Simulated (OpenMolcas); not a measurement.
# Ir⁴⁺ among point charges: CASSCF and CASPT2 levels and susceptibility, part 1 of 2

Aim: the splitting of the states of Ir⁴⁺ in the field of 4 point charges, its lowest levels with spin-orbit coupling and its magnetic susceptibility.

Method: state-averaged CASSCF and CASPT2, spin-orbit coupling by RASSI with atomic mean-field integrals. Code: OpenMolcas 26.06.

### 1 Starting point

| Quantity | Value |
| --- | --- |
| Species | Ir⁴⁺ (iridium, Z = 77, 73 electrons) |
| Basis | ANO-RCC-VDZP [7s6p4d2f], 59 functions |
| Scalar Hamiltonian | DKH2, point nucleus |
| Inactive shells | 1s 2s 2p 3s 3p 3d 4s 4p 4d 4f 5s 5p |
| Active space | 5 electrons in 5 orbitals (5d) |
| Some configurations of this space | 5d5 |
| Orbitals | optimised for each spin and parity, averaged over all roots |

Outer shells as boxes (Hund's rule):

5d5
```
5d [↑ ][↑ ][↑ ][↑ ][↑ ]
```

The ion sits among 4 point charges of -1.5 e arranged as a square (D4h), 2.14 Å from the ion.

The work runs as a chain of OpenMolcas steps in one folder; each step below is one input file. Labels, J, g values, rates, χT and fits are worked out afterwards by a script from the matrices that RASSI stores. The input lists half of the charges; inversion (Group=XYZ) makes the rest.

### 2 GATEWAY and SEWARD: basis and integrals

a.inp reads:

```
&GATEWAY
Coord
1

Ir 0.0 0.0 0.0
Basis=ANO-RCC-VDZP
Group=XYZ
NoMove
AngMom=0.0 0.0 0.0
AMFI
XField
2 Angstrom 0
2.140000 0.000000 0.000000 -1.500000
0.000000 2.140000 0.000000 -1.500000
&SEWARD
```

The run is started by

```bash
OMP_NUM_THREADS=1 MOLCAS_MEM=1689 MOLCAS_PROJECT=a pymolcas a.inp > a.log
```

Log:

```text
Basis set label: IR.ANO-RCC...7S6P4D2F.

      Electronic valence basis set:
      ------------------
      Associated Effective Charge  77.000000 au
      Associated Actual Charge     77.000000 au
      Nuclear Model: Point charge

      Shell  nPrim  nBasis  Cartesian Spherical Contaminant
         s      24       7        X
         p      21       6        X
         d      15       4                 X
         f      11       2                 X
                  Relativistic Douglas-Kroll-Hess integrals:
                    - DKH order of Hamiltonian: 2
                    - DKH order of Properties : 0
                  Atomic mean-field integrals
```

### 3 Reference wave functions, sextets of even parity, 1 root

a.inp reads:

```
&RASSCF
FileOrb=start.orb
Symmetry=1
Spin=6
nActEl=5 0 0
Inactive=15 19
Ras2=5 0
CIRoot=1 1 1
SDav=1
CIMx=300
Iter=120 100
PrWF=0.3
OrbListing=Nothing
MaxOrb=0
>>> COPY $Project.JobIph JOB001
```

start.orb holds the contracted functions of the basis, ordered by shell, or the orbitals of the step before.

Log (excerpt; [...] marks lines left out):

```text
[...]
      Number of active orbitals                  5
[...]
      Spin quantum number                      2.5
[...]
      Active orbitals                            5   0
[...]
      Number of CSFs                             1
      Number of root(s) required                 1
[...]
      Convergence after  8 iterations
[...]
      Natural orbitals and occupation numbers for root  1
      sym 1:   1.000000   1.000000   1.000000   1.000000   1.000000
::    RASSCF root number  1 Total energy: -17813.25874092
```

### 4 Reference wave functions, quartets of even parity, 24 roots

a.inp reads:

```
&RASSCF
FileOrb=start.orb
Symmetry=1
Spin=4
nActEl=5 0 0
Inactive=15 19
Ras2=5 0
CIRoot=24 24 1
SDav=24
CIMx=300
Iter=120 100
PrWF=0.3
OrbListing=Nothing
MaxOrb=0
>>> COPY $Project.JobIph JOB002
```

The run is started by

```bash
OMP_NUM_THREADS=1 MOLCAS_MEM=1689 MOLCAS_PROJECT=a pymolcas a.inp > a.log
```

Log (excerpt; [...] marks lines left out):

```text
[...]
      Number of active orbitals                  5
[...]
      Spin quantum number                      1.5
[...]
      Active orbitals                            5   0
[...]
      Number of CSFs                            24
      Number of root(s) required                24
[...]
      Convergence after  7 iterations
[...]
      Natural orbitals and occupation numbers for root  1
      sym 1:   1.000000   1.000000   1.836515   1.000000   0.163485
      Natural orbitals and occupation numbers for root  2
      sym 1:   0.974479   1.846254   1.027116   1.002206   0.149945
      Natural orbitals and occupation numbers for root  3
      sym 1:   1.027116   1.002206   0.974479   1.846254   0.149945
::    RASSCF root number  1 Total energy: -17813.16488273
::    RASSCF root number  2 Total energy: -17813.16382576
::    RASSCF root number  3 Total energy: -17813.16382576
[...]
::    RASSCF root number 21 Total energy: -17813.01930415
::    RASSCF root number 22 Total energy: -17813.01540482
::    RASSCF root number 23 Total energy: -17813.01540482
::    RASSCF root number 24 Total energy: -17812.99628183
```

### 5 Reference wave functions, doublets of even parity, 75 roots

a.inp reads:

```
&RASSCF
FileOrb=start.orb
Symmetry=1
Spin=2
nActEl=5 0 0
Inactive=15 19
Ras2=5 0
CIRoot=75 75 1
SDav=75
CIMx=300
Iter=120 100
PrWF=0.3
OrbListing=Nothing
MaxOrb=0
>>> COPY $Project.JobIph JOB003
```

The run is started by

```bash
OMP_NUM_THREADS=1 MOLCAS_MEM=1689 MOLCAS_PROJECT=a pymolcas a.inp > a.log
```

Log (excerpt; [...] marks lines left out):

```text
[...]
      Number of active orbitals                  5
[...]
      Spin quantum number                      0.5
[...]
      Active orbitals                            5   0
[...]
      Number of CSFs                            75
      Number of root(s) required                75
[...]
      Convergence after  7 iterations
[...]
      Natural orbitals and occupation numbers for root  1
      sym 1:   1.053356   1.632791   1.632791   0.524538   0.156523
      Natural orbitals and occupation numbers for root  2
      sym 1:   1.072266   1.052593   1.789806   0.896308   0.189028
      Natural orbitals and occupation numbers for root  3
      sym 1:   0.896308   1.789806   1.072266   1.052593   0.189028
::    RASSCF root number  1 Total energy: -17813.10215461
::    RASSCF root number  2 Total energy: -17813.10194270
::    RASSCF root number  3 Total energy: -17813.10194270
[...]
::    RASSCF root number 27 Total energy: -17813.06069609
::    RASSCF root number 28 Total energy: -17813.05775818
::    RASSCF root number 29 Total energy: -17813.05775818
::    RASSCF root number 30 Total energy: -17813.05042106
```

### 6 RASSI: spin-orbit coupling between the states

a.inp reads:

```
&RASSI
NrOfJobIphs=3 1 24 75
1
1 2 3 4 5 6 7 8 9 10 11 12 13 14 15 16 17 18 19 20 21 22 23 24
1 2 3 4 5 6 7 8 9 10 11 12 13 14 15 16 17 18 19 20 21 22 23 24 25 26 27
28 29 30 31 32 33 34 35 36 37 38 39 40 41 42 43 44 45 46 47 48 49 50 51
52 53 54 55 56 57 58 59 60 61 62 63 64 65 66 67 68 69 70 71 72 73 74 75
IphNames
JOB001
JOB002
JOB003
EJob
SpinOrbit
DIPRint=1.0
SOCoupling=1000.0
Subsets=2
Property=9
'ANGMOM' 1 'ANGMOM' 2 'ANGMOM' 3 'MLTPL  1' 1 'MLTPL  1' 2 'MLTPL  1' 3
'AMFI' 1 'AMFI' 2 'AMFI' 3
SOProperty=3
'ANGMOM' 1 'ANGMOM' 2 'ANGMOM' 3
```

Log (excerpt; [...] marks lines left out):

```text
SPIN-FREE ENERGIES:
  (Shifted by EMIN (a.u.) =     -17813.2587409190)
 SF State       Relative EMIN(au)   Rel lowest level(eV)    D:o, cm**(-1)      L_eff
     1             0.0000000000        0.0000000000              0.0000         0.0
     2             0.0938581898        2.5540114556          20599.4916         3.4
     3             0.0949151627        2.5827731518          20831.4703         3.3
     4             0.0949151627        2.5827731518          20831.4703         3.3
     5             0.1104397995        3.0052200408          24238.7343         3.7
     6             0.1108031177        3.0151064332          24318.4734         3.5
     7             0.1151320788        3.1329034660          25268.5706         2.8
     8             0.1151320788        3.1329034660          25268.5706         2.8
     9             0.1239982642        3.3741646620          27214.4733         4.0
    10             0.1240027585        3.3742869564          27215.4597         3.7
[...]
Eigenvalues of complex Hamiltonian:
   -----------------------------------
  (Shifted by EMIN (a.u.) =     -17813.2587409190)
 SO State       Relative EMIN(au)   Rel lowest level(eV)    D:o, cm**(-1)     J-value
     1            -0.0209436371        0.0000000000              0.0000         2.5
     2            -0.0209436371        0.0000000000              0.0000         2.5
     3            -0.0195633609        0.0375592295            302.9356         2.1
     4            -0.0195633609        0.0375592295            302.9356         2.1
     5            -0.0174333290        0.0955203497            770.4236         1.2
     6            -0.0174333290        0.0955203497            770.4236         1.2
     7             0.0465076045        1.8354417869          14803.8364         2.7
     8             0.0465076045        1.8354417869          14803.8364         2.7
     9             0.0557204983        2.0861373989          16825.8328         2.9
    10             0.0557204983        2.0861373989          16825.8328         2.9
    11             0.0616106440        2.2464164300          18118.5704         2.7
[...]
```

These steps: 25 s of run time, 1 thread of Arm Neoverse V1, shared host.

Spin-free states, with their symmetry labels:

```
state  degeneracy  E (cm-1)  free-ion L (%)
  6A1           1         0         S (100)
  4B1           1     20599          G (56)
   4E           2     20831          G (57)
  4B2           1     24239          G (73)
  4A2           1     24318          G (74)
   4E           2     25269          G (36)
  4A1           1     27214         G (100)
   4E           2     27215          G (84)
  4A1           1     27895          G (96)
  4B1           1     31479          D (60)
  4B2           1     32153          D (71)
  4A1           1     32605          D (96)
  2B2           1     34367          I (63)
   2E           2     34413          I (62)
  2A1           1     34615          I (63)
  4A2           1     34844          P (75)
  2A2           1     34929          I (57)
   2E           2     35948          I (58)
  2A1           1     36387          I (56)
  2B1           1     36431          I (62)
   2E           2     37008          I (42)
  2B2           1     37297          I (49)
   4E           2     37775          P (55)
  2B1           1     38229          I (86)
```

With spin-orbit coupling:

```csv
E (cm-1),Degeneracy,Label,2S+1,g
0.0,2,E1/2,6,1.92 5.76 5.76
302.9,2,E3/2,6,0.84 0.84 5.65
770.4,2,E3/2,6,0.85 0.85 9.60
14804,2,E1/2,4,0.30 3.43 3.43
16826,2,E3/2,4,0.87 2.79 2.79
18119,2,E1/2,4,2.23 3.49 3.49
20209,2,E3/2,4,1.23 2.49 2.49
21657,2,E3/2,4,0.33 3.63 3.63
22081,2,E1/2,4,0.81 0.81 5.91
23085,2,E3/2,4,0.42 0.65 0.65
24456,2,E1/2,4,0.34 0.93 0.93
25016,2,E1/2,4,1.20 1.20 9.06
25059,2,E3/2,4,2.14 2.31 2.31
25607,2,E3/2,4,1.15 1.18 1.18
26124,2,E1/2,4,0.48 1.35 1.35
26508,2,E3/2,4,1.71 1.71 3.40
26684,2,E1/2,4,0.07 0.07 5.06
27013,2,E1/2,4,0.47 0.47 1.03
27713,2,E1/2,4,2.18 3.01 3.01
28251,2,E3/2,4,0.11 0.11 9.29
28709,2,E1/2,4,1.43 1.43 5.08
29028,2,E3/2,4,2.79 2.79 3.62
29903,2,E3/2,4,3.60 3.60 5.90
30031,2,E1/2,4,2.49 2.49 4.56
```

The table of states holds 24 of 76 computed; the rest, higher up, is left out. Principal g values are given for doublets only; a zero marks a field direction without first-order Zeeman splitting.

Powder χT (cm³ K/mol): 2.20 at 2 K, 2.23 at 5 K, 2.27 at 10 K, 2.36 at 20 K, 2.61 at 50 K, 3.00 at 100 K, 3.29 at 150 K, 3.48 at 200 K, 3.62 at 250 K, 3.71 at 300 K.

(Continued in part 2 of 2.)
